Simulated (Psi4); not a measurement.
# SnH3Cl (SMILES [Cl][SnH3]) at 4 levels

Aim: a comparison of 4 runs (B3LYP/def2-SVP, CAM-B3LYP/def2-SVP, M06-2X/def2-SVP, PBE0/def2-SVP) of SnH3Cl. 

Program for the calculation: Psi4 1.11.

1 further run of the same task is left out (it didn't finish).

### Step 1. The molecule

The species is SnH3Cl (5 atoms), meant as a singlet with charge 0. As SMILES, `[Cl][SnH3]`. One bond was lengthened or shortened from a relaxed shape.

Bond lengths: Cl1–Sn2 2.334 Å, Sn2–H3 1.700 Å, Sn2–H4 1.700 Å, Sn2–H5 1.955 Å. Angles: Cl1–Sn2–H3 106.1°, Cl1–Sn2–H4 106.1°, Cl1–Sn2–H5 106.1°, H3–Sn2–H4 112.7°, H3–Sn2–H5 112.7°, H4–Sn2–H5 112.7°.

### Step 2. Energy and gradient at B3LYP/def2-SVP (core potential) (run 1)

File clh3sn_ase.py:

```python
import numpy as np
from ase.calculators.psi4 import Psi4
from ase import Atoms

atoms = Atoms(['Cl', 'Sn', 'H', 'H', 'H'], positions=[
    [-2.011801, 0.180235, 0.919661],
    [-0.003501, -0.196665, -0.207739],
    [-0.292901, 0.210735, -1.832639],
    [0.350299, -1.846365, 0.000861],
    [1.318200, 0.969900, 0.637400],
])
calc = Psi4(atoms=atoms, method='b3lyp', basis='def2-SVP', memory='1600MB', num_threads=1, charge=0, multiplicity=1, label='calc', reference='rks')
calc.psi4.set_options({'puream': True, 'e_convergence': 1e-09, 'd_convergence': 1e-08, 'scf_type': 'pk', 'dft_radial_points': 99, 'dft_spherical_points': 590})
atoms.calc = calc

forces = atoms.get_forces()
print(f'energy: {atoms.get_potential_energy():.6f} eV')
print('forces / eV A^-1')
print(np.round(forces, 5))
```

Run with:

```bash
$ python clh3sn_ase.py
```

calc.dat:

```text
[...]
    !!!  WARNING: ECP capability is in beta. Please check occupations closely.  !!!
[...]
  Running in c1 symmetry.
[...]
  Nuclear repulsion =  113.154314776165151
[...]
  Multiplicity = 1
[...]
  Nalpha       = 21
  Nbeta        = 21
[...]
    Number of basis functions: 59
[...]
   @RKS iter   1:  -676.19109266949556   -1.32407e+00   5.11642e-03 ADIIS/DIIS
[...]
   @RKS iter  10:  -676.24319822730786   -1.36424e-12   3.68477e-09 DIIS
[...]
    Orbital Energies [Eh]
    ---------------------
    Doubly Occupied:
       1A   -101.480548     2A     -9.434883     3A     -7.201819
       4A     -7.194950     5A     -7.194858     6A     -5.133724
       7A     -3.477528     8A     -3.472916     9A     -3.472578
      10A     -1.062808    11A     -1.057887    12A     -1.056389
      13A     -1.053306    14A     -1.052552    15A     -0.790754
      16A     -0.525592    17A     -0.361447    18A     -0.357970
      19A     -0.341779    20A     -0.300869    21A     -0.296427
[...]
  @RKS Final Energy:  -676.24319822730786
   => Energetics <=
    Nuclear Repulsion Energy =            113.1543147761651511
    One-Electron Energy =               -1238.9991286424037753
    Two-Electron Energy =                 487.9441954174117768
    DFT Exchange-Correlation Energy =     -38.3425797784809106
    Empirical Dispersion Energy =           0.0000000000000000
    VV10 Nonlocal Energy =                  0.0000000000000000
    Total Energy =                       -676.2431982273078575
[...]
 Multipole Moments:
 ------------------------------------------------------------------------------------
     Multipole            Electronic (a.u.)      Nuclear  (a.u.)        Total (a.u.)
 ------------------------------------------------------------------------------------
 L = 1.  Multiply by 2.5417464519 to convert [e a0] to [Debye]
 Dipole X            :         27.9639801          -27.2988496            0.6651305
 Dipole Y            :         -5.6316517            5.3782499           -0.2534018
 Dipole Z            :        -16.1286933           15.6110083           -0.5176851
 Magnitude           :                                                    0.8801187
[...]
  -Total Gradient:
     Atom            X                  Y                   Z
    ------   -----------------  -----------------  -----------------
       1        0.010349203923    -0.002126578916    -0.006016149231
       2       -0.033507908453    -0.023968979191    -0.015154737885
       3       -0.000683527791    -0.001847308229     0.004020503162
       4       -0.002405301458     0.003653186035    -0.000892696239
       5        0.026245679681     0.024292282094     0.018046656173
[...]
```

The script printed:

```text
energy: -18401.514713 eV
forces / eV A^-1
[[-0.53218  0.10935  0.30936]
 [ 1.72305  1.23253  0.77929]
 [ 0.03515  0.09499 -0.20674]
 [ 0.12369 -0.18785  0.0459 ]
 [-1.34961 -1.24916 -0.928  ]]
```

It took 13 s on 1 thread of AMD EPYC 7R43 (Zen 3), shared host; peak memory 0.65 GiB.

### Step 3. Energy and forces at CAM-B3LYP/def2-SVP (core potential) (run 2)

File input.json:

```json
{
 "schema_name": "qcschema_input",
 "schema_version": 1,
 "molecule": {
  "schema_name": "qcschema_molecule",
  "schema_version": 2,
  "symbols": ["Cl", "Sn", "H", "H", "H"],
  "geometry": [-3.80175291, 0.34059479, 1.73790742, -0.00661593, -0.37164299, -0.39256982, -0.55350267, 0.39823143, -3.4631858, 0.66196917, -3.48912418, 0.00162705, 2.49103698, 1.83284537, 1.20451143],
  "molecular_charge": 0,
  "molecular_multiplicity": 1,
  "fix_symmetry": "c1"
 },
 "driver": "gradient",
 "model": {
  "method": "cam-b3lyp",
  "basis": "def2-SVP"
 },
 "keywords": {
  "puream": true,
  "e_convergence": 1e-09,
  "d_convergence": 1e-08,
  "scf_type": "pk",
  "dft_radial_points": 99,
  "dft_spherical_points": 590,
  "scf_properties": ["LOWDIN_CHARGES", "MULLIKEN_CHARGES", "MAYER_INDICES"]
 }
}
```

Run with:

```bash
$ psi4 --qcschema input.json -n 1 --memory 1600MB
```

stdout, cut to the lines that bear on the results:

```text
[...]
    !!!  WARNING: ECP capability is in beta. Please check occupations closely.  !!!
[...]
  Running in c1 symmetry.
[...]
  Nuclear repulsion =  113.154314666426629
[...]
  Multiplicity = 1
[...]
  Nalpha       = 21
  Nbeta        = 21
[...]
    Number of basis functions: 59
[...]
   @RKS iter   1:  -676.11320194455061   -1.58324e+00   4.23176e-03 DIIS/ADIIS
[...]
   @RKS iter  10:  -676.14443974889082   -4.77485e-12   3.48233e-09 DIIS
[...]
  @RKS Final Energy:  -676.14443974889082
   => Energetics <=
    Nuclear Repulsion Energy =            113.1543146664266288
    One-Electron Energy =               -1238.9347496877942376
    Two-Electron Energy =                 484.9924152231460539
    DFT Exchange-Correlation Energy =     -35.3564199506693484
    Empirical Dispersion Energy =           0.0000000000000000
    VV10 Nonlocal Energy =                  0.0000000000000000
    Total Energy =                       -676.1444397488908180
[...]
 Multipole Moments:
 ------------------------------------------------------------------------------------
     Multipole            Electronic (a.u.)      Nuclear  (a.u.)        Total (a.u.)
 ------------------------------------------------------------------------------------
 L = 1.  Multiply by 2.5417464519 to convert [e a0] to [Debye]
 Dipole X            :         28.0003073          -27.2988496            0.7014578
 Dipole Y            :         -5.6376822            5.3782499           -0.2594324
 Dipole Z            :        -16.1482030           15.6110083           -0.5371946
 Magnitude           :                                                    0.9208291
[...]
  Mulliken Charges: (a.u.)
   Center  Symbol    Alpha    Beta     Spin     Total
       1    CL     8.64668  8.64668  0.00000 -0.29336
       2    SN    10.72871 10.72871  0.00000  0.54258
       3     H     0.53920  0.53920  0.00000 -0.07840
[...]
  -Total Gradient:
     Atom            X                  Y                   Z
    ------   -----------------  -----------------  -----------------
       1        0.005267117462    -0.001227450346    -0.003224524527
       2       -0.031328759218    -0.024668673143    -0.016704342744
       3       -0.001158683655    -0.001176355341     0.000938152954
       4       -0.001701640539     0.000553966342    -0.000614715534
       5        0.028919634383     0.026521039298     0.019609088230
[...]
```

The result, in JSON:

```text
{
 "driver": "gradient",
 "model": {
  "method": "cam-b3lyp",
  "basis": "def2-SVP"
 },
 "success": true,
 "return_result": [0.005267117461607643, -0.0012274503458999698, -0.0032245245266057238, -0.031328759217676076, -0.024668673142742556, -0.016704342743726338, -0.001158683655229708, -0.0011763553411737009, 0.0009381529536473115, -0.0017016405390576361, 0.0005539663420589674, -0.0006147155338389054, 0.028919634382852506, 0.026521039297975342, 0.019609088229596214],
 "properties": {
  "calcinfo_nbasis": 59,
  "calcinfo_nmo": 59,
  "calcinfo_nalpha": 21,
  "calcinfo_nbeta": 21,
  "calcinfo_natom": 5,
  "nuclear_repulsion_energy": 113.15431466642663,
  "return_energy": -676.1444397488908,
  "return_gradient": [0.005267117461607643, -0.0012274503458999698, -0.0032245245266057238, -0.031328759217676076, -0.024668673142742556, -0.016704342743726338, -0.001158683655229708, -0.0011763553411737009, 0.0009381529536473115, -0.0017016405390576361, 0.0005539663420589674, -0.0006147155338389054, 0.028919634382852506, 0.026521039297975342, 0.019609088229596214],
  "scf_one_electron_energy": -1238.9347496877942,
  "scf_two_electron_energy": 484.99241522314605,
  "scf_xc_energy": -35.35641995066935,
  "scf_dipole_moment": [0.7014577524538126, -0.2594323597908108, -0.5371946484937666],
  "scf_total_energy": -676.1444397488908,
  "scf_total_gradient": [0.005267117461607643, -0.0012274503458999698, -0.0032245245266057238, -0.031328759217676076, -0.024668673142742556, -0.016704342743726338, -0.001158683655229708, -0.0011763553411737009, 0.0009381529536473115, -0.0017016405390576361, 0.0005539663420589674, -0.0006147155338389054, 0.028919634382852506, 0.026521039297975342, 0.019609088229596214],
  "scf_iterations": 10
 }
}
```

Run time: 13 s. Hardware: 1 thread of AMD EPYC 7R43 (Zen 3), shared host; peak memory 0.64 GiB.

### Step 4. The energy at M06-2X/def2-SVP (core potential) (run 3)

File calc.py:

```python
import psi4

psi4.set_memory('1600 MB')
psi4.set_num_threads(1)
psi4.set_output_file('clh3sn.out', False)

mol = psi4.geometry("""
0 1
Cl    -2.011801     0.180235     0.919661
Sn    -0.003501    -0.196665    -0.207739
H     -0.292901     0.210735    -1.832639
H      0.350299    -1.846365     0.000861
H      1.318200     0.969900     0.637400
symmetry c1
""")

psi4.set_options({
    'basis': 'def2-SVP',
    'reference': 'rks',
    'puream': True,
    'e_convergence': 1e-09,
    'd_convergence': 1e-08,
    'scf_type': 'pk',
    'dft_radial_points': 99,
    'dft_spherical_points': 590,
})

e_tot, wfn = psi4.energy('M06-2X', return_wfn=True)
psi4.oeprop(wfn, 'MAYER_INDICES', 'LOWDIN_CHARGES', 'QUADRUPOLE')
print(f'M06-2X energy: {e_tot:.10f} Eh')
```

Run with:

```bash
$ python calc.py
```

clh3sn.out:

```text
[...]
    !!!  WARNING: ECP capability is in beta. Please check occupations closely.  !!!
[...]
  Running in c1 symmetry.
[...]
  Nuclear repulsion =  113.154314776165151
[...]
  Multiplicity = 1
[...]
  Nalpha       = 21
  Nbeta        = 21
[...]
    Number of basis functions: 59
[...]
   @RKS iter   1:  -676.03693156208965   -1.48650e+00   4.06240e-03 ADIIS/DIIS
[...]
   @RKS iter  10:  -676.06611212355688   -2.27374e-12   3.32064e-09 DIIS
[...]
    Orbital Energies [Eh]
    ---------------------
    Doubly Occupied:
       1A   -102.611829     2A     -9.781495     3A     -7.507098
       4A     -7.502579     5A     -7.502535     6A     -5.366092
       7A     -3.683676     8A     -3.678982     9A     -3.678480
      10A     -1.197504    11A     -1.192559    12A     -1.191357
      13A     -1.187692    14A     -1.186872    15A     -0.884384
      16A     -0.579193    17A     -0.416344    18A     -0.413080
      19A     -0.396929    20A     -0.361346    21A     -0.352021
[...]
  @RKS Final Energy:  -676.06611212355688
   => Energetics <=
    Nuclear Repulsion Energy =            113.1543147761651511
    One-Electron Energy =               -1238.7219998588086582
    Two-Electron Energy =                 472.1518633471678754
    DFT Exchange-Correlation Energy =     -22.6502903880813236
    Empirical Dispersion Energy =           0.0000000000000000
    VV10 Nonlocal Energy =                  0.0000000000000000
    Total Energy =                       -676.0661121235569908
[...]
 Multipole Moments:
 ------------------------------------------------------------------------------------
     Multipole            Electronic (a.u.)      Nuclear  (a.u.)        Total (a.u.)
 ------------------------------------------------------------------------------------
 L = 1.  Multiply by 2.5417464519 to convert [e a0] to [Debye]
 Dipole X            :         28.0265480          -27.2988496            0.7276984
 Dipole Y            :         -5.6571591            5.3782499           -0.2789092
 Dipole Z            :        -16.1792658           15.6110083           -0.5682575
 Magnitude           :                                                    0.9644957
 L = 2.  Multiply by 1.3450342976 to convert [e a0^2] to [Debye ang]
 Quadrupole XX       :       -209.7507458          178.3571176          -31.3936282
 Quadrupole XY       :         28.6801243          -28.8132402           -0.1331159
[...]
```

On the terminal:

```text
M06-2X energy: -676.0661121236 Eh
```

It took 16 s on 1 thread of AMD EPYC 7R43 (Zen 3), shared host; peak memory 1.2 GiB.

### Step 5. Energy and forces at PBE0/def2-SVP (core potential) (run 4)

File clh3sn.xyz:

```xyz
5
ClH3Sn
Cl    -2.011801     0.180235     0.919661
Sn    -0.003501    -0.196665    -0.207739
H     -0.292901     0.210735    -1.832639
H      0.350299    -1.846365     0.000861
H      1.318200     0.969900     0.637400
```

File clh3sn_ase.py:

```python
import numpy as np
from ase.calculators.psi4 import Psi4
from ase.io import read

mol = read('clh3sn.xyz')
calc = Psi4(atoms=mol, method='pbe0', basis='def2-SVP', memory='1600MB', num_threads=1, charge=0, multiplicity=1, label='clh3sn')
calc.psi4.set_options({'puream': True, 'e_convergence': 1e-09, 'd_convergence': 1e-08, 'scf_type': 'pk', 'dft_radial_points': 99, 'dft_spherical_points': 590})
mol.calc = calc

forces = mol.get_forces()
print(f'energy: {mol.get_potential_energy():.6f} eV')
print('forces / eV A^-1')
print(np.round(forces, 5))
```

Run with:

```bash
$ python clh3sn_ase.py
```

clh3sn.dat:

```text
[...]
    !!!  WARNING: ECP capability is in beta. Please check occupations closely.  !!!
[...]
  Running in c1 symmetry.
[...]
  Nuclear repulsion =  113.154314776165151
[...]
  Multiplicity = 1
[...]
  Nalpha       = 21
  Nbeta        = 21
[...]
    Number of basis functions: 59
[...]
   @RKS iter   1:  -675.96086466994200   -1.36416e+00   4.79047e-03 ADIIS/DIIS
[...]
   @RKS iter  10:  -676.00399500614708   -1.02318e-12   3.63584e-09 DIIS
[...]
    Orbital Energies [Eh]
    ---------------------
    Doubly Occupied:
       1A   -101.658492     2A     -9.509501     3A     -7.248816
       4A     -7.242082     5A     -7.241997     6A     -5.179473
       7A     -3.515247     8A     -3.510433     9A     -3.510087
      10A     -1.082425    11A     -1.077216    12A     -1.075683
      13A     -1.072467    14A     -1.071691    15A     -0.812230
      16A     -0.537480    17A     -0.371732    18A     -0.370062
      19A     -0.352834    20A     -0.312941    21A     -0.307571
[...]
  @RKS Final Energy:  -676.00399500614708
   => Energetics <=
    Nuclear Repulsion Energy =            113.1543147761651511
    One-Electron Energy =               -1239.0062164088728878
    Two-Electron Energy =                 485.6643247410647746
    DFT Exchange-Correlation Energy =     -35.8164181145042235
    Empirical Dispersion Energy =           0.0000000000000000
    VV10 Nonlocal Energy =                  0.0000000000000000
    Total Energy =                       -676.0039950061471927
[...]
 Multipole Moments:
 ------------------------------------------------------------------------------------
     Multipole            Electronic (a.u.)      Nuclear  (a.u.)        Total (a.u.)
 ------------------------------------------------------------------------------------
 L = 1.  Multiply by 2.5417464519 to convert [e a0] to [Debye]
 Dipole X            :         28.0080117          -27.2988496            0.7091621
 Dipole Y            :         -5.6383694            5.3782499           -0.2601196
 Dipole Z            :        -16.1516765           15.6110083           -0.5406683
 Magnitude           :                                                    0.9289216
[...]
  -Total Gradient:
     Atom            X                  Y                   Z
    ------   -----------------  -----------------  -----------------
       1        0.005737146608    -0.001282604814    -0.003451301725
       2       -0.031267440012    -0.024670548417    -0.016727993306
       3       -0.000731084047    -0.001528061609     0.002153910971
       4       -0.001792575512     0.001860647622    -0.000877129594
       5        0.028051245389     0.025623186619     0.018906406936
[...]
```

The script printed:

```text
energy: -18395.005662 eV
forces / eV A^-1
[[-0.29502  0.06595  0.17747]
 [ 1.60784  1.26861  0.86019]
 [ 0.03759  0.07858 -0.11076]
 [ 0.09218 -0.09568  0.0451 ]
 [-1.44245 -1.3176  -0.97221]]
```

Run time: 13 s. Hardware: 1 thread of AMD EPYC 7R43 (Zen 3), shared host; peak memory 0.65 GiB.

### Step 6. The series

| run | level | task | energy (Eh) | dipole moment (D) | HOMO energy (eV) | LUMO energy (eV) | wall time |
| --- | --- | --- | --- | --- | --- | --- | --- |
| 1 | B3LYP/def2-SVP (core potential) | gradient | -676.243198 | 2.24 | -8.07 | -1.09 | 13 s |
| 2 | CAM-B3LYP/def2-SVP (core potential) | gradient | -676.144440 | 2.34 | -9.64 | 0.25 | 13 s |
| 3 | M06-2X/def2-SVP (core potential) | energy | -676.066112 | 2.45 | -9.58 | 0.21 | 16 s |
| 4 | PBE0/def2-SVP (core potential) | gradient | -676.003995 | 2.36 | -8.37 | -0.82 | 13 s |

### Step 7. Results

| quantity | value |
| --- | --- |
| run 4: total energy | -676.00400 Eh |
| run 4: dipole moment | 2.36 D |
| run 4: HOMO energy | -8.37 eV |
| run 4: LUMO energy | -0.82 eV |
| run 4: HOMO–LUMO gap | 7.55 eV |
| run 4: largest force on an atom | 2.221 eV/Å |

In words: The dipole moment (its size) runs from 2.24 D (B3LYP/def2-SVP) to 2.45 D (M06-2X/def2-SVP). The HOMO–LUMO gap runs from 6.98 eV (B3LYP/def2-SVP) to 9.89 eV (CAM-B3LYP/def2-SVP). Totals of different functionals can't be ranked against each other. All runs together took 55 s, the longest 16 s.
